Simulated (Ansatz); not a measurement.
# C₂H₅FO₂Si: one species, many methods

The task here is to estimate one member of a computed series from the others.

Method: functionals in def2-TZVPP, the program's frozen cores in correlated methods; program: Ansatz 0.2.0, Gaussian basis.

Levels to be run: LDA (SPW92), PBE-D4, revPBE-D4, BLYP-D4, r2SCAN-D4, B97M-V, PBE0-D4, B3LYP-D4, r2SCANh-D4, r2SCAN0-D4, HSE06-D4, BHLYP-D4, CAM-B3LYP-D4, LC-ωPBE, ωB97X-V, ωB97M-V, B2PLYP, PBE-QIDH; CCSD(T)/def2-SVP; CCSD(T)/def2-TZVPP; MP2/def2-QZVPP; extrapolation to the limit; RPA on PBE.

### The geometry

All runs share one geometry, relaxed beforehand with PBE0-D4 in a triple-zeta def2 set.

SMILES `C=C[Si](O)(O)F`, 11 atoms, charge 0, spin multiplicity 1.

Atoms are counted from 1 here; the program's logs count them from 0.

Bond lengths: C1–C2 1.330 Å, C1–H7 1.086 Å, C1–H8 1.086 Å, C2–Si3 1.837 Å, C2–H9 1.088 Å, Si3–O4 1.634 Å, Si3–O5 1.623 Å, Si3–F6 1.600 Å, O4–H10 0.958 Å, O5–H11 0.958 Å. Angles: C2–C1–H7 121.5°, C2–C1–H8 122.2°, H7–C1–H8 116.3°, C1–C2–Si3 122.3°, C1–C2–H9 118.6°, Si3–C2–H9 119.1°, C2–Si3–O4 113.3°, C2–Si3–O5 108.5°, C2–Si3–F6 108.8°, O4–Si3–O5 109.4°, O4–Si3–F6 107.0°, O5–Si3–F6 109.9°, Si3–O4–H10 117.5°, Si3–O5–H11 118.4°.

Set-up of the first run:

in.yaml reads:

```yaml
crystal:
  periodic: [false, false, false]
  atoms:
    - {symbol: C, position_ang: [0.388694, -0.501602, 1.809564]}
    - {symbol: C, position_ang: [-0.460303, 0.162107, 1.029894]}
    - {symbol: Si, position_ang: [-0.203404, 0.330679, -0.781081]}
    - {symbol: O, position_ang: [1.189447, -0.346308, -1.300837]}
    - {symbol: O, position_ang: [-1.456443, -0.361365, -1.546508]}
    - {symbol: F, position_ang: [-0.133079, 1.885942, -1.148861]}
    - {symbol: H, position_ang: [1.273336, -0.983941, 1.404034]}
    - {symbol: H, position_ang: [0.235796, -0.598183, 2.880642]}
    - {symbol: H, position_ang: [-1.335576, 0.620767, 1.485913]}
    - {symbol: H, position_ang: [1.972121, 0.205856, -1.314824]}
    - {symbol: H, position_ang: [-1.405189, -0.470952, -2.497236]}
basis:
  gaussian: {orbitals: def2-TZVPP}
hamiltonian: {xc: lda}
output: {orbitals: {seedname: orbitals}}
```

Among the steps run: LDA; PBE-D4 (GGA); revPBE-D4 (GGA); BLYP-D4 (GGA); r2SCAN-D4 (meta-GGA); B97M-V (meta-GGA); PBE0-D4 (hybrid); B3LYP-D4 (hybrid); r2SCANh-D4 (hybrid); r2SCAN0-D4 (hybrid); HSE06-D4 (hybrid); BHLYP-D4 (hybrid); CAM-B3LYP-D4 (range-separated); LC-ωPBE-D4 (range-separated; the results give it without D4); ωB97X-V (range-separated); ωB97M-V (range-separated); B2PLYP (double hybrid); PBE-QIDH (double hybrid).

One table of the session follows, with a row left open; its other results are not shown here.

It belongs to the step «Frontier levels by functional». 

| functional | HOMO (eV) | gap (eV) |
| --- | --- | --- |
| LDA (SPW92) | -7.33 | 5.48 |
| PBE-D4 | -7.12 | 5.52 |
| revPBE-D4 | -7.04 | 5.54 |
| BLYP-D4 | -6.93 | 5.48 |
| r2SCAN-D4 | -7.34 | 5.97 |
| B97M-V | -7.33 | 6.00 |
| PBE0-D4 | -8.28 | 7.71 |
| B3LYP-D4 | -8.03 | 7.22 |
| r2SCANh-D4 | ? | ? |
| r2SCAN0-D4 | -8.44 | 7.99 |
| HSE06-D4 | -7.88 | 6.91 |
| BHLYP-D4 | -9.24 | 9.78 |
| CAM-B3LYP-D4 | -9.62 | 10.21 |
| LC-ωPBE | -11.08 | 12.87 |
| ωB97X-V | -10.66 | 12.35 |
| ωB97M-V | -10.56 | 12.12 |

Estimate the missing values for r2SCANh-D4.

Worked estimate for «HOMO (eV)». Against the share of exact exchange, r2SCAN-D4 (0, -7.34), r2SCAN0-D4 (0.25, -8.44) give a slope of -4.40 per unit share; at 0.1 the line stands at -7.78.

The run gave: HOMO (eV): -7.78; gap (eV): 6.78. In «HOMO (eV)» the line misses by 0.00.
